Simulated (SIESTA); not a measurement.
## MoN2 in SIESTA: the effect of Hubbard term

The system is MoN2.

```
Mo N
1.0
     4.34805    0.00000    0.00000
     0.00000    4.34805    0.00000
     0.00000    0.00000    2.76746
Mo N
2 4
Cartesian
  0.0000 0.0000 0.0000
  2.1740 2.1740 0.0000
  2.6595 3.8626 1.3837
  1.6886 0.4854 1.3837
  0.4854 2.6595 1.3837
  3.8626 1.6886 1.3837
```

Measurements of this composition are mostly on another form, of space group No. 160.

Alike in all runs:

| Quantity | Value |
| --- | --- |
| Program | SIESTA 5.4.2 |
| Task | density of states |
| Functional | PBEsol |
| Potentials or basis | PseudoDojo 0.4 standard (PBEsol files) |
| Basis | DZP (energy shift 0.003 Ry; two zetas on semicore shells) |
| Grid cutoff | 800 Ry |
| Energy shift | 0.003 Ry |
| k mesh | 4 × 4 × 8 |
| Occupations | fermi-dirac, width 0.05 eV |
| Spin | no spin polarisation |
| Hubbard projector method | 1 |
| U from the first cycle | yes |
| broadening (eV) | 0.1 eV |
| window from (eV) | -15 eV |
| window to (eV) | 15 eV |
| energy points | 301 |

```tsv
Hubbard term	pressure (GPa)	largest force (eV/Å)
none	-4.5	0.58
Mo d U = 2 eV	?	?
Mo d U = 4 eV	-5.1	0.29
```

Q: What does the run with Hubbard term Mo d U = 2 eV give?

A: Pressure -5.3 GPa; largest force 0.52 eV/Å.

Caveats: all runs use coarse meshes; the basis of atomic orbitals isn't converged, which shifts pressures, moduli and gaps; U without spin polarisation on a metal has little footing (some runs).
